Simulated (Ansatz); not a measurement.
# AlNi: the cost of one run

Method: DFT LDA, frozen-core PAW, scalar-relativistic unless said, in Ansatz 0.2.0.

2 further runs of the same task are left out: 2 that didn't finish.

## 1. The system as given

It takes space group Pm-3m (No. 221, cubic). The conventional cell has a = 2.881 Å, b = 2.881 Å, c = 2.881 Å, α = 90.00°, β = 90.00°, γ = 90.00°. Around Al (site symmetry m-3m) lie 8 Ni at 2.50 Å. Ni (site symmetry m-3m) is surrounded by 8 Al at 2.50 Å.

As a file:

```cif
data_structure
_symmetry_space_group_name_H-M 'Pm-3m'
_symmetry_Int_Tables_number 221
_cell_length_a 2.8810
_cell_length_b 2.8810
_cell_length_c 2.8810
_cell_angle_alpha 90.000
_cell_angle_beta 90.000
_cell_angle_gamma 90.000
_cell_volume 23.91
loop_
_atom_site_label
_atom_site_type_symbol
_atom_site_symmetry_multiplicity
_atom_site_Wyckoff_symbol
_atom_site_fract_x
_atom_site_fract_y
_atom_site_fract_z
_atom_site_occupancy
Al1 Al 1 a 0.00000 0.00000 0.00000 1
Ni1 Ni 1 b 0.50000 0.50000 0.50000 1
```

Cartesian axes are those of the input's lattice vectors. The structure goes back to a database entry.

## 2. Cell and atoms relaxed, PAW

input.yaml

```yaml
crystal:
  lattice:
    - [2.881, 0.0, 0.0]
    - [0.0, 2.881, 0.0]
    - [0.0, 0.0, 2.881]
  atoms:
    - { symbol: Al, position: [0.0, 0.0, 0.0] }
    - { symbol: Ni, position: [0.5, 0.5, 0.5] }
kpoints:
  mp_grid: { grid: [16, 16, 16] }
scf:
  occupations: { method: fermi_dirac, width: 0.05 }
hamiltonian:
  xc: lda
  pseudopotentials: { kind: paw }
relax:
  f_tol: 0.002
  max_steps: 80
  cell: {}
output:
  forces: true
  stress: true
```

The run is started by

```
> ansatz run input.yaml --threads 1 --pin off --max-ram 1228MiB --backend cpu --events-out ev --progress --plain --runs-dir out
```

**Question.** How long does this run take on 1 thread of AMD EPYC 9R45 (Zen 5), shared host, and how much memory does it need?

About 4.2 s, with a peak of 0.42 GiB.
